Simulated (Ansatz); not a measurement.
# Alloy of CdS and HgS (6 of 32 Cd sites exchanged), 64 atoms

Wanted: the relaxed alloy cell and its gap (PBEsol, HSE06 and r²SCAN).

All numbers are computed with Ansatz 0.2.0 (PAW, plane waves).

## 1. The starting cell

64 atoms (26 Cd, 6 Hg, 32 S); a = 11.669 Å, b = 11.669 Å, c = 11.669 Å, α = 90.00°, β = 90.00°, γ = 90.00°. All atoms were shaken off their sites by about 0.02 Å along each axis.

The runs, in order: (2) PBEsol cell relaxation at the single k point (¼, ¼, ¼), on 1 × NVIDIA GB300 Max-Q with 8 threads of Arm Neoverse-V2; (3) HSE06 single point at the Γ point alone, on 1 × NVIDIA GB300 Max-Q with 8 threads of Arm Neoverse-V2; (4) r²SCAN single point at the Γ point alone, on 1 × NVIDIA GB300 Max-Q with 8 threads of Arm Neoverse-V2.

## 2. Relaxing cell and atoms with PBEsol

in.yaml reads:

```yaml
crystal:
  lattice:
    - [11.668955, 0.000000, 0.000000]
    - [0.000000, 11.668955, 0.000000]
    - [0.000000, 0.000000, 11.668955]
  atoms:
    - { symbol: Cd, position: [0.000343, 0.000172, 0.999335] }
    - { symbol: Cd, position: [0.002176, 0.999165, 0.499166] }
    - { symbol: Cd, position: [0.999097, 0.501053, 0.001445] }
    - { symbol: Cd, position: [0.000277, 0.501885, 0.504617] }
    - { symbol: Cd, position: [0.498012, 0.001600, 0.499405] }
    - { symbol: Cd, position: [0.499450, 0.499626, 0.004335] }
    - { symbol: Cd, position: [0.499958, 0.501473, 0.496408] }
    - { symbol: Cd, position: [0.248901, 0.251834, 0.998011] }
    - { symbol: Cd, position: [0.250641, 0.248373, 0.501515] }
    - { symbol: Cd, position: [0.248851, 0.750829, 0.502142] }
    - { symbol: Cd, position: [0.750425, 0.249941, 0.004074] }
    - { symbol: Cd, position: [0.752117, 0.750242, 0.000345] }
    - { symbol: Cd, position: [0.747005, 0.751283, 0.499131] }
    - { symbol: Cd, position: [0.249988, 0.001530, 0.252706] }
    - { symbol: Cd, position: [0.251071, 0.001057, 0.750069] }
    - { symbol: Cd, position: [0.252825, 0.501479, 0.749175] }
    - { symbol: Cd, position: [0.750330, 0.999892, 0.251272] }
    - { symbol: Cd, position: [0.749466, 0.501165, 0.249214] }
    - { symbol: Cd, position: [0.753467, 0.499352, 0.749766] }
    - { symbol: Cd, position: [0.999865, 0.249569, 0.250426] }
    - { symbol: Cd, position: [0.001121, 0.250690, 0.749302] }
    - { symbol: Cd, position: [0.996248, 0.751919, 0.248464] }
    - { symbol: Cd, position: [0.000967, 0.747995, 0.750508] }
    - { symbol: Cd, position: [0.496824, 0.249818, 0.252838] }
    - { symbol: Cd, position: [0.500216, 0.249553, 0.749275] }
    - { symbol: Cd, position: [0.502204, 0.751098, 0.248434] }
    - { symbol: Hg, position: [0.496553, 0.001759, 0.999115] }
    - { symbol: Hg, position: [0.248524, 0.749037, 0.000754] }
    - { symbol: Hg, position: [0.748511, 0.252714, 0.501807] }
    - { symbol: Hg, position: [0.249322, 0.502310, 0.252513] }
    - { symbol: Hg, position: [0.750752, 0.000381, 0.748508] }
    - { symbol: Hg, position: [0.501081, 0.752736, 0.747973] }
    - { symbol: S, position: [0.124703, 0.127602, 0.126454] }
    - { symbol: S, position: [0.123487, 0.123259, 0.628151] }
    - { symbol: S, position: [0.124239, 0.621931, 0.126487] }
    - { symbol: S, position: [0.123210, 0.624808, 0.625221] }
    - { symbol: S, position: [0.626007, 0.126868, 0.125073] }
    - { symbol: S, position: [0.625394, 0.124152, 0.625055] }
    - { symbol: S, position: [0.625959, 0.622980, 0.125840] }
    - { symbol: S, position: [0.626396, 0.624272, 0.624186] }
    - { symbol: S, position: [0.373550, 0.373334, 0.125642] }
    - { symbol: S, position: [0.375084, 0.374969, 0.624600] }
    - { symbol: S, position: [0.376842, 0.875732, 0.124352] }
    - { symbol: S, position: [0.376473, 0.873197, 0.623318] }
    - { symbol: S, position: [0.873068, 0.372935, 0.123675] }
    - { symbol: S, position: [0.873961, 0.372228, 0.625378] }
    - { symbol: S, position: [0.877529, 0.874282, 0.123171] }
    - { symbol: S, position: [0.876658, 0.874624, 0.625623] }
    - { symbol: S, position: [0.374786, 0.126386, 0.376340] }
    - { symbol: S, position: [0.374605, 0.122556, 0.875671] }
    - { symbol: S, position: [0.373271, 0.625211, 0.374930] }
    - { symbol: S, position: [0.374447, 0.625994, 0.873644] }
    - { symbol: S, position: [0.879827, 0.125490, 0.376547] }
    - { symbol: S, position: [0.873531, 0.125048, 0.879584] }
    - { symbol: S, position: [0.877699, 0.626737, 0.377249] }
    - { symbol: S, position: [0.875691, 0.625224, 0.879231] }
    - { symbol: S, position: [0.124763, 0.377588, 0.377216] }
    - { symbol: S, position: [0.124614, 0.375911, 0.872596] }
    - { symbol: S, position: [0.122801, 0.878567, 0.378918] }
    - { symbol: S, position: [0.128274, 0.872509, 0.877790] }
    - { symbol: S, position: [0.625091, 0.375422, 0.373243] }
    - { symbol: S, position: [0.624861, 0.375051, 0.877460] }
    - { symbol: S, position: [0.624841, 0.875545, 0.377281] }
    - { symbol: S, position: [0.623778, 0.876700, 0.875365] }
  symmetry: { detect: false }
kpoints:
  mp_grid: { grid: [1, 1, 1], shift: [0.25, 0.25, 0.25] }
hamiltonian:
  xc: pbesol
scf:
  occupations: { method: fermi_dirac, width: 0.01 }
relax:
  f_tol: 0.03
  max_steps: 80
  escape_saddle: false
  adjacent_minimum: "off"
  cell: { fix: [shape] }
output:
  forces: true
  eigenvalues: true
  populations: true
```

On the command line:

```console
$ ansatz run in.yaml --threads 8 --pin off --max-ram 118750MiB --runs-dir r --events-out ev --progress --plain --backend cuda --devices 0,
```

Further steps of the session: Single point with HSE06; r²SCAN single point.

Q: Predict the outcome of this session. Wanted: for each run, top filled to lowest empty.

**Answer**, as computed:

| level | time | k points | top filled to lowest empty (eV) |
| --- | --- | --- | --- |
| PBEsol, relaxation | 7.3 s (GPU) | (¼, ¼, ¼) | 1.69 |
| HSE06 | 43 s (GPU) | Γ | 1.80 |
| r²SCAN | 6.5 s (GPU) | Γ | 1.19 |

```
     quantity                                                                         value
   relaxation                                              4 recorded steps, 0.30 eV gained
largest shift                                                                  0.08 Å (S60)
 relaxed cell  a = 11.667 Å, b = 11.667 Å, c = 11.667 Å, α = 90.00°, β = 90.00°, γ = 90.00°
   mean bonds                                                      Cd–S 2.522, Hg–S 2.543 Å
```

**In words.** Relaxation gains 0.30 eV, with shifts up to 0.08 Å (S60), while the volume changes by -0.0 %. The mean lengths differ by only 0.02 Å, over all coordinations together. At the same k points, r²SCAN gives a spacing 0.61 eV smaller than the 1.80 eV of HSE06. Rows on different k points differ by sampling as well as by level. The price of HSE06 is about 6.7 times the time of r²SCAN here. No spin–orbit coupling is included; with elements this heavy it would shift the edges. With one k point the spacing samples only the states that fold onto it, so it can exceed the gap over the zone.
